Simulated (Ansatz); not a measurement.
# ClH₉Si₃Sn: how energies converge with the basis set

One table from this session's results is given with a row withheld; the runs are named, their logs left out.

Computed with Ansatz 0.2.0, Gaussian basis. Level: one geometry, several basis sets.

The runs, in order: PBE0-D4/def2-SVP; ωB97M-V/def2-SVP; PBE0-D4/def2-QZVPP; ωB97M-V/def2-QZVPP; the functionals' def2-TZVPP values are taken from earlier runs.

**The geometry**

All runs share one geometry, relaxed beforehand with PBE0-D4 in a triple-zeta def2 set. Sn takes the def2 core potential; no spin-orbit term is included.

SMILES `[SiH3][Sn]([SiH3])([SiH3])[Cl]`, 14 atoms, charge 0, spin multiplicity 1.

Atoms are counted from 1 here; the program's logs count them from 0.

Bond lengths: Si1–Sn2 2.568 Å, Si1–H6 1.485 Å, Si1–H7 1.488 Å, Si1–H8 1.485 Å, Sn2–Si3 2.568 Å, Sn2–Si4 2.568 Å, Sn2–Cl5 2.368 Å, Si3–H9 1.485 Å, Si3–H10 1.485 Å, Si3–H11 1.488 Å, Si4–H12 1.488 Å, Si4–H13 1.485 Å, Si4–H14 1.485 Å. Angles: Sn2–Si1–H6 109.5°, Sn2–Si1–H7 109.2°, Sn2–Si1–H8 109.6°, H6–Si1–H7 109.3°, H6–Si1–H8 109.9°, H7–Si1–H8 109.3°, Si1–Sn2–Si3 114.6°, Si1–Sn2–Si4 114.7°, Si1–Sn2–Cl5 103.6°, Si3–Sn2–Si4 114.6°, Si3–Sn2–Cl5 103.7°, Si4–Sn2–Cl5 103.6°, Sn2–Si3–H9 109.6°, Sn2–Si3–H10 109.6°, Sn2–Si3–H11 109.2°, H9–Si3–H10 109.9°, H9–Si3–H11 109.3°, H10–Si3–H11 109.3° and more.

Set-up of the first run:

File in.yaml:

```yaml
crystal:
  periodic: [false, false, false]
  atoms:
    - {symbol: Si, position_ang: [-2.315528, 0.946582, 0.084891]}
    - {symbol: Sn, position_ang: [0.164731, 0.341597, -0.193341]}
    - {symbol: Si, position_ang: [1.482442, 0.193521, 2.005965]}
    - {symbol: Si, position_ang: [0.624189, -1.571420, -1.843927]}
    - {symbol: Cl, position_ang: [1.084115, 2.240348, -1.269489]}
    - {symbol: H, position_ang: [-2.437978, 2.171365, 0.915650]}
    - {symbol: H, position_ang: [-3.021019, -0.177033, 0.758190]}
    - {symbol: H, position_ang: [-2.923780, 1.178988, -1.249737]}
    - {symbol: H, position_ang: [2.927111, 0.019182, 1.709701]}
    - {symbol: H, position_ang: [1.275079, 1.434367, 2.794970]}
    - {symbol: H, position_ang: [0.996530, -0.974398, 2.789199]}
    - {symbol: H, position_ang: [0.105239, -2.844171, -1.274392]}
    - {symbol: H, position_ang: [2.087215, -1.693719, -2.067075]}
    - {symbol: H, position_ang: [-0.061448, -1.294308, -3.131706]}
basis:
  gaussian: {orbitals: def2-SVP}
hamiltonian: {xc: pbe0, dispersion: d4}
output: {orbitals: {seedname: orbitals}}
```

Run with:

```sh
> ansatz run in.yaml --threads 4 --pin off --events-out ev --progress --plain --max-ram 11315MiB
```

Steps of the session up to this table: PBE0-D4 in def2-SVP; ωB97M-V in def2-SVP; PBE0-D4 in def2-QZVPP; ωB97M-V in def2-QZVPP.

One of the session's tables, all rows but one given; the rest of the session is left out.

It belongs to the step «Density functionals: the series». 

| functional | basis | HOMO (eV) |
| --- | --- | --- |
| PBE0-D4 | def2-SVP | -7.54 |
| PBE0-D4 | def2-TZVPP | ? |
| PBE0-D4 | def2-QZVPP | -7.60 |
| ωB97M-V | def2-SVP | -9.44 |
| ωB97M-V | def2-TZVPP | -9.52 |
| ωB97M-V | def2-QZVPP | -9.53 |

**Question.** Estimate the row for PBE0-D4, def2-TZVPP.

The run gave: HOMO (eV): -7.59. In the column «HOMO (eV)» it lies between PBE0-D4, def2-QZVPP (-7.60) and PBE0-D4, def2-SVP (-7.54).
